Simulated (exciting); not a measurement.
Set up this calculation in exciting (release sodium), as the native input.

| Property | Result |
| --- | --- |
| Task | single point |
| Functional | PBE |
| Potentials or basis | all-electron LAPW+lo, shipped species files, valence relativity iora* |
| rgkmax | 7.8 |
| k mesh | 9 × 9 × 9 |
| Occupations | fermi-dirac, width 0.05 eV |
| Spin | no spin polarisation |
| gmaxvr (cutoff of density and potential) | 14 1/bohr |
| lmaxapw (and lmaxmat) | 10 |
| lmaxvr | 8 |
| nempty | 10 |
| Valence relativity | iora* |
| epsengy | 1e-05 Ha |
| epspot | 1e-05 Ha |
| maxscl | 60 |
| Muffin-tin radii | Al 2.0, Cd 2.3 bohr |

Crystal: AlCd.

```
Al Cd
1.0
     1.89469    1.09390    3.14438
    -1.89469    1.09390    3.14438
     0.00000   -2.18780    3.14438
Al Cd
1 1
Direct
  0.50000 0.50000 0.50000
  0.00000 0.00000 0.00000
```

The cell was built by a generator and needn't be a form met in nature.

One way to write it, as run:

input.xml

```xml
<input>
  <title>AlCd</title>
  <structure speciespath="./" tshift="false">
    <crystal scale="1">
      <basevect>3.580453090122 2.067175546228 5.942020716717</basevect>
      <basevect>-3.580453090122 2.067175546228 5.942020716717</basevect>
      <basevect>0.000000000000 -4.134351111354 5.942020716717</basevect>
    </crystal>
    <species speciesfile="Al.xml" rmt="2">
      <atom coord="0.500000000000 0.500000000000 0.500000000000"/>
    </species>
    <species speciesfile="Cd.xml" rmt="2.3">
      <atom coord="0.000000000000 0.000000000000 0.000000000000"/>
    </species>
  </structure>
  <groundstate do="fromscratch" ngridk="9 9 9" rgkmax="7.8" gmaxvr="14" lmaxapw="10" lmaxmat="10" lmaxvr="8" xctype="GGA_PBE" stype="Fermi Dirac" swidth="0.00183747" nempty="10" ValenceRelativity="iora*" epsengy="1e-05" epspot="1e-05" maxscl="60" tforce="true" outputlevel="normal"/>
</input>
```

Potentials or basis: all-electron LAPW+lo, shipped species files, valence relativity iora*.

Run with:

```bash
$ OMP_NUM_THREADS=1 exciting_smp
```

It gave:

```
Band gap on the k mesh                            : none (metal or under the smearing width)
All electrons inside the program's atomic spheres : Al 10.87; Cd 46.10 (radii Al 2.0, Cd 2.3 bohr)
```

Caveat: the log's total energy holds no entropy term; the free energy is that total less TS from the occupations.

Run time: 2.7 min on 1 thread of Arm Neoverse V1 (shared host), peak memory 0.13 GiB.
